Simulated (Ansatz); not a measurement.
C2H8BClSi, SMILES CBC([SiH3])Cl, a single point in a Gaussian basis

With the Python package of Ansatz (0.2.0).

Typed at the interpreter:
```pycon
>>> import ansatz as az
>>> from ase import Atoms
>>> import numpy as np
>>> import pandas as pd
>>> atoms = Atoms(["C", "B", "C", "Si", "Cl", "H", "H", "H", "H", "H", "H", "H", "H"], positions=[
...     [-1.4746, 0.7655, 0.8125],
...     [-0.1977, 1.1092, -0.0192],
...     [0.4042, 0.0166, -1.0007],
...     [1.1905, -1.4099, -0.0026],
...     [1.7586, 0.7301, -1.9552],
...     [-1.8346, 1.7376, 1.3501],
...     [-1.3144, -0.006, 1.5305],
...     [-2.2921, 0.5286, 0.0944],
...     [0.274, 2.2156, 0.0683],
...     [-0.3422, -0.3542, -1.6585],
...     [1.7257, -2.3907, -0.8925],
...     [0.0456, -2.0721, 0.7518],
...     [2.0775, -0.9051, 0.9359],
... ])
>>> c2h8bclsi = az.Crystal.molecule_from_ase(atoms)
>>> model = c2h8bclsi.calculation().basis(gaussian="STO-3G").functional("HF").forces()
>>> data = model.session().plan(threads=1).execute().report

>>> for key in ("converged", "free_energy_ev", "reference_energy_ev", "n_frozen", "n_occupied", "n_virtual"):
...     print(f"{key:22s} {data[key]}")
...
converged              True
free_energy_ev         -22967.184327473962
reference_energy_ev    -22967.184327473962
n_frozen               0
n_occupied             [28, 28]
n_virtual              [13, 13]
>>> state = data["mean_field"]["state"]
>>> print(f"mean field: {state['energy']['hartree']:.7f} Ha, <S^2> = {abs(state['spin_squared']):.4f}, stability: {state.get('stability', {}).get('kind')}")
mean field: -844.0284563 Ha, <S^2> = 0.0000, stability: minimum
>>> symbols = [site.symbol for site in c2h8bclsi.cartesian_sites]
>>> print("forces (eV/A)")
forces (eV/A)
>>> for symbol, f in zip(symbols, data["forces_ev_ang"]):
...     print(f"  {symbol:2s} {f[0]:9.4f} {f[1]:9.4f} {f[2]:9.4f}")
...
  C    -2.2562    4.1997    0.0113
  B     0.6171    0.8982   -0.4976
  C     1.0656    0.3715    2.5202
  Si   -3.7251   -1.6156    0.2409
  Cl    0.6679    0.3913   -1.1210
  H     0.9347   -2.9200   -1.0641
  H    -0.2354   -0.7820    0.4671
  H     0.8091   -0.3834    1.0080
  H    -0.2868   -1.4419   -0.1560
  H    -0.7057   -0.4504   -0.9219
  H     0.2369    0.3131    0.1513
  H     1.9338    1.0345   -1.1790
  H     0.9440    0.3851    0.5407
>>> charges = data["charge_distribution"]
>>> table = pd.DataFrame({"atom": symbols, "mulliken": charges["mulliken_charges_e"], "lowdin": charges["lowdin_charges_e"]})
>>> table.round(3)
   atom  mulliken  lowdin
0     C    -0.287  -0.175
1     B     0.330   0.208
2     C    -0.286  -0.180
3    Si     0.720   0.634
4    Cl    -0.226  -0.195
5     H     0.045   0.026
6     H     0.069   0.046
7     H     0.059   0.040
8     H    -0.062  -0.055
9     H     0.087   0.054
10    H    -0.140  -0.125
11    H    -0.159  -0.148
12    H    -0.148  -0.129
>>> print("dipole (e A):", np.round(charges["dipole_moment_e_ang"], 4) + 0.0)
dipole (e A): [-0.3172 -0.3163  0.3163]
```

Reading the output:
- These settings explore the input space; basis and method may be short of convergence.
- The geometry is a force-field or estimated start, not a minimum of this method, and the basis set is short of its limit.
- The Löwdin charges here are taken after orthogonalising the functions within each atom; they differ from plain Löwdin charges, and their signs can be unphysical.
- Finished in 1.2 s on 1 thread of Arm Neoverse V2, on a shared host, peak memory 0.2 GiB.

(Lines on the test bed's own set-up are left out of the output.)
